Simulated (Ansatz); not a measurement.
Working through an active-space calculation of BrCa (charge -1)

Program: the Python package of Ansatz (0.2.0).

Notebook, run cell by cell (the value of a cell's last expression is shown):

```python
import ansatz
```

```python
system = (
    ansatz.Crystal.molecule()
    .atom("Ca", [0.0, 0.0, 0.0])
    .atom("Br", [0.0, 0.0, 2.805])
)
```

```python
base = (
    system.calculation()
    .basis(gaussian="def2-SVP")
    .charge(-1)
    .correlation(active_electrons=6, active_orbitals=7)
)
for method in [None, "sc_nevpt2", "fic_mrcisd_q"]:
    summary = (base if method is None else base.correlation(method)).run(threads=1).report
    space = summary["configurations"]
    state = space["states"][0]
    print(method or "casscf", f"total {summary['free_energy_ev'] / 27.211386246:.6f} Ha, active-space state {state['energy']['hartree']:.6f} Ha, mean field {summary['reference_energy_ev'] / 27.211386246:.6f} Ha")
    print("  determinants", state["n_determinants"], " natural occupations", [round(n, 3) for n in space["natural_occupations"]])
print("effectively unpaired electrons, sum of min(n, 2 - n):", round(sum(min(n, 2 - n) for n in space["natural_occupations"]), 3))
```

    casscf total -3248.941044 Ha, active-space state -3248.941044 Ha, mean field -3248.874714 Ha
      determinants 1225  natural occupations [1.987, 1.984, 1.981, 0.013, 0.012, 0.012, 0.011]
    sc_nevpt2 total -3249.233456 Ha, active-space state -3248.917881 Ha, mean field -3248.874714 Ha
      determinants 317  natural occupations [1.987, 1.987, 1.855, 0.073, 0.073, 0.013, 0.013]
    RunWarning: the results are in doubt because another end's mean lies 0.500 eV lower, and its corrected mean 0.030 eV higher
    fic_mrcisd_q total -3249.249210 Ha, active-space state -3248.899517 Ha, mean field -3248.874714 Ha
      determinants 321  natural occupations [2.0, 2.0, 1.84, 0.062, 0.062, 0.03, 0.007]
    effectively unpaired electrons, sum of min(n, 2 - n): 0.321

Reading the output:
- Total energies depend on the basis set; only differences at equal settings carry meaning.
- Warnings are shown shortened and without file and line.
- The geometry is a force-field or estimated start, not a minimum of this method, and the basis set is short of its limit. The active space starts as a window about the frontier orbitals and is then optimised, not chosen by chemistry.
- The spin state was assumed, and another may lie lower.
- A lower CASSCF solution was found and passed over, so the printed active-space state isn't the lowest.
- Anions want diffuse functions, which this basis lacks.
- Hardware and time: 33 s on 1 thread of Arm Neoverse V1, with other jobs on the host, peak memory 0.24 GiB.

(Lines on the test bed's own set-up are left out of the output.)
